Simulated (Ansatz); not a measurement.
# MnS: the cost of one run

Method: DFT r²SCAN+U (U_eff = 2 eV on Mn d), plane waves, PAW, in Ansatz 0.2.0.

## (1) The structure to begin with

Symmetry: P6_3mc, No. 186, hexagonal system. The conventional cell has a = 3.954 Å, b = 3.954 Å, c = 6.343 Å, α = 90.00°, β = 90.00°, γ = 120.00°. Around Mn (site symmetry 3m) lie 4 S at 2.36 to 2.42 Å. S (site symmetry 3m) has 4 Mn at 2.36 to 2.42 Å as nearest neighbours.

Structure file:

```cif
data_structure
_symmetry_space_group_name_H-M 'P 1'
_symmetry_Int_Tables_number 1
_cell_length_a 3.9536
_cell_length_b 3.9536
_cell_length_c 6.3425
_cell_angle_alpha 90.000
_cell_angle_beta 90.000
_cell_angle_gamma 120.000
_cell_volume 85.86
loop_
_atom_site_label
_atom_site_type_symbol
_atom_site_fract_x
_atom_site_fract_y
_atom_site_fract_z
_atom_site_occupancy
Mn1 Mn 0.33333 0.66667 0.99884 1
Mn2 Mn 0.66667 0.33333 0.49886 1
S1 S 0.66667 0.33333 0.12615 1
S2 S 0.33333 0.66667 0.62614 1
```

Magnetic order typed: opposed in the cell.

An earlier series on this cell reached its lowest free state from «from atoms, symmetry kept, no search», perhaps among other starts.

## (2) From atoms, default search

File input.yaml:

```yaml
crystal:
  lattice:
    - [3.95357758, 0.0, 0.0]
    - [-1.97678879, 3.42389862, 0.0]
    - [0.0, 0.0, 6.34252991]
  atoms:
    - { symbol: Mn, position: [0.33333333, 0.66666667, 0.99884467], spin: 5.0 }
    - { symbol: Mn, position: [0.66666667, 0.33333333, 0.49886144], spin: -5.0 }
    - { symbol: S, position: [0.66666667, 0.33333333, 0.1261543] }
    - { symbol: S, position: [0.33333333, 0.66666667, 0.6261406] }
basis:
  ecutwfc: 500
  ecutrho_ratio: 4
kpoints:
  mp_grid: { grid: [6, 6, 3] }
hamiltonian:
  xc: r2scan
  hubbard:
    sites: [{ site: 0, l: d, u_eff: 2.0 }, { site: 1, l: d, u_eff: 2.0 }]
scf:
  occupations: { method: gaussian, width: 0.05 }
output:
  forces: true
  stress: true
  eigenvalues: true
  populations: true
  hubbard: { sites: [{ site: 0, l: d }, { site: 1, l: d }] }
  write_density: true
  write_potential: true
  elf: true
  volumetric_format: npy
magnetization:
  spin_polarized: true
```

Run with:

```console
$ ansatz run input.yaml --threads 4 --pin off --max-ram 6144MiB --backend cpu --events-out ev --progress --plain --runs-dir out
```

Q: Estimate wall time and peak memory on 4 threads of Arm Neoverse V2, shared host.

About 13 s, with a peak of 0.6 GiB.
